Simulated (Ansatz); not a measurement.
# C2H8BBrGaN: shape, modes and thermochemistry

The task is to find a stationary geometry of C2H8BBrGaN, check the end point by its vibrations and derive ideal-gas thermochemistry.

Program: Ansatz 0.2.0, Gaussian basis. Level of theory: RKS PBE0-D4/def2-TZVP. These are calculated values, not measurements.

Levels to be run: relaxation at PBE0-D4/def2-TZVP; harmonic vibrations at the same level.

1 further run of the same task is left out (set aside as unsound or not needed).

## 1. Where the work starts

SMILES `C[N](C)[GaH][BH]Br`, 14 atoms, charge 0, spin multiplicity 1.

Atoms are counted from 1 here; the program's logs count them from 0.

Bond lengths: C1–N2 1.448 Å, C1–H7 1.098 Å, C1–H8 1.098 Å, C1–H9 1.094 Å, N2–C3 1.449 Å, N2–Ga4 1.845 Å, C3–H10 1.096 Å, C3–H11 1.098 Å, C3–H12 1.097 Å, Ga4–B5 2.068 Å, Ga4–H13 1.584 Å, B5–Br6 1.862 Å, B5–H14 1.172 Å. Angles: N2–C1–H7 111.3°, N2–C1–H8 111.3°, N2–C1–H9 108.5°, H7–C1–H8 108.0°, H7–C1–H9 108.8°, H8–C1–H9 108.9°, C1–N2–C3 112.8°, C1–N2–Ga4 124.3°, C3–N2–Ga4 122.9°, N2–C3–H10 108.9°, N2–C3–H11 111.3°, N2–C3–H12 111.3°, H10–C3–H11 108.6°, H10–C3–H12 108.7°, H11–C3–H12 107.9°, N2–Ga4–B5 129.2°, N2–Ga4–H13 110.8°, B5–Ga4–H13 120.0° and more.

Coordinates:

```
C     0.4431   -0.7716    1.7959
N     0.2416   -0.3789    0.4173
C     0.8869   -1.2737   -0.5216
Ga   -0.7370    1.0930   -0.1105
B    -1.1155    1.7969   -2.0177
Br   -2.1808    3.2986   -1.7408
H     1.5094   -0.7761    2.0574
H     0.0422   -1.7753    1.9872
H    -0.0752   -0.0552    2.4393
H     0.7038   -0.9120   -1.5404
H     0.4922   -2.2944   -0.4364
H     1.9698   -1.3155   -0.3528
H    -1.3225    1.8588    1.1466
H    -0.8580    1.5053   -3.1236
```

The start is a GFN2-xTB geometry.

## 2. Optimising with PBE0-D4/def2-TZVP

in.yaml

```yaml
crystal:
  periodic: [false, false, false]
  atoms:
    - {symbol: C, position_ang: [0.443120, -0.771590, 1.795900]}
    - {symbol: N, position_ang: [0.241610, -0.378860, 0.417340]}
    - {symbol: C, position_ang: [0.886870, -1.273720, -0.521650]}
    - {symbol: Ga, position_ang: [-0.736970, 1.093040, -0.110520]}
    - {symbol: B, position_ang: [-1.115500, 1.796910, -2.017670]}
    - {symbol: Br, position_ang: [-2.180800, 3.298640, -1.740770]}
    - {symbol: H, position_ang: [1.509390, -0.776080, 2.057430]}
    - {symbol: H, position_ang: [0.042180, -1.775340, 1.987230]}
    - {symbol: H, position_ang: [-0.075160, -0.055220, 2.439310]}
    - {symbol: H, position_ang: [0.703780, -0.912010, -1.540350]}
    - {symbol: H, position_ang: [0.492160, -2.294430, -0.436390]}
    - {symbol: H, position_ang: [1.969820, -1.315470, -0.352850]}
    - {symbol: H, position_ang: [-1.322470, 1.858770, 1.146610]}
    - {symbol: H, position_ang: [-0.858040, 1.505340, -3.123610]}
basis:
  gaussian: {orbitals: def2-TZVP}
hamiltonian: {xc: pbe0, dispersion: d4}
relax: {f_tol: 0.005, max_steps: 150}
```

The run is started by

```sh
$ ansatz run in.yaml --threads 2 --pin off --events-out ev --progress --plain --max-ram 32768MiB --backend cuda --devices 0, --max-vram 18GiB
```

After this run come: Vibrations by finite differences.

Before running them: what should the planned runs give, taken together? Wanted: point group; shift from the start; total energy; dispersion term; dipole moment; lowest, highest wavenumber.

The runs gave:

| quantity | value |
| --- | --- |
| point group | Cs |
| steps | 10 |
| shift from the start (rms) | 0.255 Å |
| total energy | -126776.8757 eV |
| dispersion term | -293 meV |
| dipole moment | 1.51 D |
| lowest, highest wavenumber | -16, 3121 cm⁻¹ |

In words: The relaxed geometry lies 0.25 Å (rms) from the start; the bond that changed most is B5–Br6, from 1.862 to 1.906 Å. One or more small negative wavenumbers (down to -16 cm⁻¹) point to a very flat motion, so a minimum isn't proven. The stiffest mode, 3121 cm⁻¹, is a C–H stretch. Harmonic hybrid wavenumbers usually lie a few per cent above measured fundamentals. The largest Mulliken charge, -0.29 e, sits on C1.
